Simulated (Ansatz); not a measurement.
# TaGe3Pd2: the cost of one run

Program: Ansatz 0.2.0. Level of theory: DFT PBE, scalar-relativistic, plane waves, PAW. These are calculated values, not measurements.

## Step 1: The starting structure

It takes space group P6/mmm (No. 191, hexagonal). Conventional cell: a = 3.932 Å, b = 3.932 Å, c = 9.359 Å, α = 90.00°, β = 90.00°, γ = 120.00°. Around Ta (site symmetry 6/mmm) lie 2 Ge at 2.23 Å. Ge (site symmetry 6mm) is surrounded by 1 Ta at 2.23 Å and 1 Ge at 2.45 Å. Ge (site symmetry 6/mmm) has 6 Pd at 2.27 Å and 2 Ge at 2.45 Å in its first shell of neighbours. Pd (site symmetry -6m2) has 3 Pd at 2.27 Å and 3 Ge at 2.27 Å in its first shell of neighbours.

As a file:

```cif
data_structure
_symmetry_space_group_name_H-M 'P6/mmm'
_symmetry_Int_Tables_number 191
_cell_length_a 3.9318
_cell_length_b 3.9318
_cell_length_c 9.3592
_cell_angle_alpha 90.000
_cell_angle_beta 90.000
_cell_angle_gamma 120.000
_cell_volume 125.30
loop_
_atom_site_label
_atom_site_type_symbol
_atom_site_symmetry_multiplicity
_atom_site_Wyckoff_symbol
_atom_site_fract_x
_atom_site_fract_y
_atom_site_fract_z
_atom_site_occupancy
Ta1 Ta 1 b 0.00000 0.00000 0.50000 1
Ge1 Ge 2 e 0.00000 0.00000 0.73851 1
Ge2 Ge 1 a 0.00000 0.00000 0.00000 1
Pd1 Pd 2 c 0.33333 0.66667 0.00000 1
```

Recipe of the guess: random cell by space group and Wyckoff sites (P6/mmm, No. 191). The dimensions are guesses.

## Step 2: Probe: one point on a coarse mesh

Input file input.yaml:

```yaml
crystal:
  lattice:
    - [3.93181626, 0.0, 0.0]
    - [-1.96590813, 3.40505276, 0.0]
    - [0.0, 0.0, 9.35916762]
  atoms:
    - { symbol: Ta, position: [0.0, 0.0, 0.5] }
    - { symbol: Ge, position: [0.0, 0.0, 0.73850635] }
    - { symbol: Ge, position: [0.0, 0.0, 0.26149365] }
    - { symbol: Ge, position: [0.0, 0.0, 0.0] }
    - { symbol: Pd, position: [0.33333333, 0.66666667, 0.0] }
    - { symbol: Pd, position: [0.66666667, 0.33333333, 0.0] }
basis:
  ecutwfc: 420
kpoints:
  mp_grid: { grid: [6, 6, 2] }
hamiltonian:
  xc: pbe
scf:
  occupations: { method: gaussian, width: 0.1 }
  lower_state_search: "off"
output:
  forces: true
  stress: true
  eigenvalues: true
```

Launch:

```console
> ansatz run input.yaml --threads 1 --pin off --max-ram 2560MiB --backend cpu --events-out ev --progress --plain --runs-dir out
```

**Question.** How long does this run take on 1 thread of Intel Xeon at 2.50GHz (Skylake/Cascade Lake), shared host, and how much memory does it need?

About 13 s, with a peak of 0.45 GiB.
